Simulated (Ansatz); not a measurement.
# IO: the cost of one run

Computed with Ansatz 0.2.0 (DFT PBE+D3(BJ), scalar-relativistic, plane waves, PAW, unless a step's input says otherwise).

**1. Starting point**

It takes space group Fm-3m (No. 225, cubic). Conventional cell: a = 6.140 Å, b = 6.140 Å, c = 6.140 Å, α = 90.00°, β = 90.00°, γ = 90.00°. I (site symmetry m-3m) is surrounded by 6 O at 3.07 Å. O (site symmetry m-3m) is surrounded by 6 I at 3.07 Å.

As a file:

```
CELL_PARAMETERS angstrom
0.00000 3.06977 3.06977
3.06977 0.00000 3.06977
3.06977 3.06977 0.00000
ATOMIC_POSITIONS crystal
I 0.00000 0.00000 0.00000
O 0.50000 0.50000 0.50000
```

A structure generator made this guess: species swapped into a database cell of LaAs (Fm-3m, No. 225), with O on the La sites and I on the As sites. Its size is a rough estimate.

**2. Probe: one point on a coarse mesh**

input.yaml

```yaml
crystal:
  lattice:
    - [0.0, 3.06976598, 3.06976598]
    - [3.06976598, 0.0, 3.06976598]
    - [3.06976598, 3.06976598, 0.0]
  atoms:
    - { symbol: I, position: [0.0, 0.0, 0.0] }
    - { symbol: O, position: [0.5, 0.5, 0.5] }
basis:
  ecutwfc: 420
kpoints:
  mp_grid: { grid: [6, 6, 6] }
hamiltonian:
  xc: pbe
  dispersion: d3bj
scf:
  occupations: { method: gaussian, width: 0.1 }
  lower_state_search: "off"
output:
  forces: true
  stress: true
  eigenvalues: true
```

Command:

```
$ ansatz run input.yaml --threads 1 --pin off --max-ram 2560MiB --backend cpu --events-out ev --progress --plain --runs-dir out
```

Q: Estimate wall time and peak memory on 1 thread of Arm Neoverse N1, shared host.

About 1.9 s, with a peak of 0.28 GiB.
